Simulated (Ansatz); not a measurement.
# Alloy of Si and C (1 of 16 Si sites exchanged), 16 atoms with displaced atoms

Wanted: the effect of changed settings on energy, forces, pressure and convergence.

All numbers are computed with Ansatz 0.2.0 (PAW, plane waves).

### Step 1. The starting cell

16 atoms (15 Si, 1 C); a = 10.527 Å, b = 5.264 Å, c = 5.264 Å, α = 90.00°, β = 90.00°, γ = 90.00°. All atoms were shaken off their sites by about 0.07 Å along each axis.

Coordinates:

```xyz
16
Lattice="10.5274 0.0000 0.0000 0.0000 5.2637 0.0000 0.0000 0.0000 5.2637" Properties=species:S:1:pos:R:3 pbc="T T T"
Si    0.0222    5.1940    5.2260
Si    5.2732    5.1843    5.1896
Si    1.3238    1.2827    1.3694
Si    6.7089    1.4203    1.3072
Si    2.5970    2.5965    0.0367
Si    7.9315    2.6573    0.0700
Si    4.0416    3.8508    1.3401
Si    9.1893    3.8984    1.2117
Si    7.8774    0.0126    2.5451
Si    4.0236    1.3398    3.8675
Si    9.1222    1.3210    3.9620
Si    0.1474    2.6233    2.6013
Si    5.3249    2.6737    2.6367
Si    1.3599    3.8315    3.9200
Si    6.5652    3.9211    4.0184
C     2.7096    5.2515    2.4645
```

### Step 2. PBEsol single point

The input, in.yaml:

```yaml
crystal:
  lattice:
    - [10.527361, 0.000000, 0.000000]
    - [0.000000, 5.263681, 0.000000]
    - [0.000000, 0.000000, 5.263681]
  atoms:
    - { symbol: Si, position: [0.002110, 0.986764, 0.992838] }
    - { symbol: Si, position: [0.500907, 0.984916, 0.985926] }
    - { symbol: Si, position: [0.125748, 0.243683, 0.260169] }
    - { symbol: Si, position: [0.637284, 0.269831, 0.248334] }
    - { symbol: Si, position: [0.246694, 0.493294, 0.006972] }
    - { symbol: Si, position: [0.753413, 0.504843, 0.013298] }
    - { symbol: Si, position: [0.383918, 0.731579, 0.254590] }
    - { symbol: Si, position: [0.872900, 0.740627, 0.230207] }
    - { symbol: Si, position: [0.748283, 0.002389, 0.483530] }
    - { symbol: Si, position: [0.382204, 0.254545, 0.734749] }
    - { symbol: Si, position: [0.866526, 0.250958, 0.752699] }
    - { symbol: Si, position: [0.014003, 0.498375, 0.494195] }
    - { symbol: Si, position: [0.505812, 0.507954, 0.500924] }
    - { symbol: Si, position: [0.129176, 0.727911, 0.744722] }
    - { symbol: Si, position: [0.623633, 0.744934, 0.763427] }
    - { symbol: C, position: [0.257387, 0.997686, 0.468205] }
kpoints:
  mp_grid: { grid: [2, 2, 2], shift: [0.5, 0.5, 0.5] }
hamiltonian:
  xc: pbesol
scf:
  occupations: { method: fermi_dirac, width: 0.01 }
output:
  forces: true
  eigenvalues: true
  stress: true
  populations: true
```

Launch:

```sh
$ ansatz run in.yaml --threads 7 --pin off --max-ram 13300MiB --runs-dir r --events-out ev --progress --plain
```

### Step 3. Changed settings: occupations Methfessel–Paxton

in.yaml: that of step 2 with these lines changed.

```diff
@@ -27,3 +27,4 @@
 scf:
-  occupations: { method: fermi_dirac, width: 0.01 }
+  occupations: { method: methfessel_paxton, width: 0.01 }
+  max_iter: 90
 output:
@@ -32,2 +33 @@
   stress: true
-  populations: true
```

### Step 4. Variant: accuracy high

in.yaml: that of step 3 with these lines changed.

```diff
@@ -1 +1,2 @@
+accuracy: high
 crystal:
@@ -27,4 +28,4 @@
 scf:
-  occupations: { method: methfessel_paxton, width: 0.01 }
-  max_iter: 90
+  occupations: { method: fermi_dirac, width: 0.01 }
+  max_iter: 50
 output:
```

### Step 5. Run again with k points 2×2×1, 60 extra bands

in.yaml: that of step 4 with these lines changed.

```diff
@@ -1,2 +1 @@
-accuracy: high
 crystal:
@@ -24,3 +23,3 @@
 kpoints:
-  mp_grid: { grid: [2, 2, 2], shift: [0.5, 0.5, 0.5] }
+  mp_grid: { grid: [2, 2, 1] }
 hamiltonian:
@@ -29,3 +28,4 @@
   occupations: { method: fermi_dirac, width: 0.01 }
-  max_iter: 50
+  max_iter: 90
+  n_extra_bands: 60
 output:
```

### Step 6. Changed settings: dispersion rVV10, cutoff 800 eV, xc grid 3

in.yaml: that of step 5 with these lines changed.

```diff
@@ -23,9 +23,10 @@
 kpoints:
-  mp_grid: { grid: [2, 2, 1] }
+  mp_grid: { grid: [2, 2, 2], shift: [0.5, 0.5, 0.5] }
+basis: { ecutwfc: 800, xc_grid: 3 }
 hamiltonian:
   xc: pbesol
+  dispersion: rvv10
 scf:
   occupations: { method: fermi_dirac, width: 0.01 }
-  max_iter: 90
-  n_extra_bands: 60
+  max_iter: 100
 output:
```

What does the calculation give? Wanted: for each run, settings; status; energy from base; forces from base.

**Answer**, as computed:

| settings | status | cycles | time | energy from base (meV/atom) | forces from base (eV/Å rms) | filled to empty level on the mesh (eV) |
| --- | --- | --- | --- | --- | --- | --- |
| base | converged | 6 | 1.2 s (7 CPU threads) | 0 | 0 | 1.08 |
| occupations Methfessel–Paxton | converged | 6 | 0.9 s (7 CPU threads) | 0.0 | 0.000 | 1.08 |
| accuracy high | converged | 8 | 1.2 s (7 CPU threads) | 0.0 | 0.000 | 1.08 |
| k points 2×2×1, 60 extra bands | converged | 7 | 0.9 s (7 CPU threads) | -3.9 | 0.234 | 0.06 |
| dispersion rVV10, cutoff 800 eV, xc grid 3 | refused | - | 0.1 s (7 CPU threads) | - | - | - |

Among these variants the forces move most with k points 2×2×1, 60 extra bands (0.234 eV/Å rms). The base mesh is coarse for so small a cell, so pressure, spacing and their changes aren't converged values of the solid. 1 of 4 variants gave no result: dispersion rVV10, cutoff 800 eV, xc grid 3 (refused).
